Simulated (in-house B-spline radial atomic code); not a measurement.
# Al⁺: excited configurations

Wanted: excitation energies of Al⁺ as differences of total energies (ΔSCF).

Program: in-house B-spline radial atomic code version 1. Level of theory: scalar-relativistic (spin-free one-electron X2C) CAM-B3LYP, spin-polarised, spherical density, exact exchange averaged over the configuration, Fermi nucleus, basis-set limit. These are calculated values, not measurements, unless marked.

## (1) The system

```
element       : aluminium (Z = 13)
charge        : +1
electrons     : 12
configuration : [Ne] 3s2
Hamiltonian   : scalar-relativistic (X2C)
nucleus       : Fermi, rms radius 3.061 fm
```

Outer shells as boxes (Hund's rule):

[Ne] 3s2
```
[Ne] core
3s [↑↓]
```

Where spins are not typed, each open shell is filled with up spins first.

## (2) The reference configuration

Input settings:

```ini
Z = 13
electrons = 12.0
configuration = [Ne] 3s2
hamiltonian = x2c
method = camb3lyp
spin_polarised = True
nucleus = fermi
rms_radius = 3.061
mass_number = 27
atomic_mass = 26.981538408
speed_of_light = 137.035999084
exact_exchange = averaged over the configuration
```

Started as:

```console
> python run_scf.py task.json out
```

One command runs all members of the session, one after another, from task.json.

## (3) Run with [Ne] 3s1 4p1

Settings: those of step 2 with these lines changed.

```diff
@@ -2,3 +2,3 @@
 electrons = 12.0
-configuration = [Ne] 3s2
+configuration = [Ne] 3s1 4p1
 hamiltonian = x2c
```

## (4) Run with [He] 2s1 2p6 3s2 4p1

Settings: those of step 3 with these lines changed.

```diff
@@ -2,3 +2,3 @@
 electrons = 12.0
-configuration = [Ne] 3s1 4p1
+configuration = [He] 2s1 2p6 3s2 4p1
 hamiltonian = x2c
```

## (5) Run with [He] 2s2 2p5 3s2 4f1

Settings: those of step 4 with these lines changed.

```diff
@@ -2,3 +2,3 @@
 electrons = 12.0
-configuration = [He] 2s1 2p6 3s2 4p1
+configuration = [He] 2s2 2p5 3s2 4f1
 hamiltonian = x2c
```

## (6) Configuration [Ne] 3s1 4d1

Settings: those of step 5 with these lines changed.

```diff
@@ -2,3 +2,3 @@
 electrons = 12.0
-configuration = [He] 2s2 2p5 3s2 4f1
+configuration = [Ne] 3s1 4d1
 hamiltonian = x2c
```

## (7) Run with [He] 2s2 2p5 3s2 3p1

Settings: those of step 6 with these lines changed.

```diff
@@ -2,3 +2,3 @@
 electrons = 12.0
-configuration = [Ne] 3s1 4d1
+configuration = [He] 2s2 2p5 3s2 3p1
 hamiltonian = x2c
```

## (8) [He] 2s2 2p5 3s2 3d1

Settings: those of step 7 with these lines changed.

```diff
@@ -2,3 +2,3 @@
 electrons = 12.0
-configuration = [He] 2s2 2p5 3s2 3p1
+configuration = [He] 2s2 2p5 3s2 3d1
 hamiltonian = x2c
```

**Question.** How far above the reference does each configuration lie (order and size, in eV)?

**Answer**, as computed:

| net move | configuration | 2|M_S|+1 | energy above the reference (eV) | largest <r> (bohr) |
| --- | --- | --- | --- | --- |
| 3s → 4p | [Ne] 3s1 4p1 | 3 | 13.005 | 6.64 |
| 3s → 4d | [Ne] 3s1 4d1 | 3 | 14.937 | 8.94 |
| 2p → 3p | [He] 2s2 2p5 3s2 3p1 | 3 | 75.930 | 2.48 |
| 2p → 3d | [He] 2s2 2p5 3s2 3d1 | 3 | 84.263 | 3.72 |
| 2p → 4f | [He] 2s2 2p5 3s2 4f1 | 3 | 88.589 | 8.61 |
| 2s → 4p | [He] 2s1 2p6 3s2 4p1 | 3 | 125.30 | 6.20 |

**Reading.** The lowest of them is 3s → 4p at 13.005 eV and the highest 2s → 4p at 125.30 eV. 4 of them lie more than 60 % above minus the reference's highest level (17.102 eV), in the range where a state can decay by emitting an electron. The reference has 2|M_S|+1 = 1; 6 of the configurations differ from it in spin. These are spherical averages at the typed spins, not spectroscopic levels.
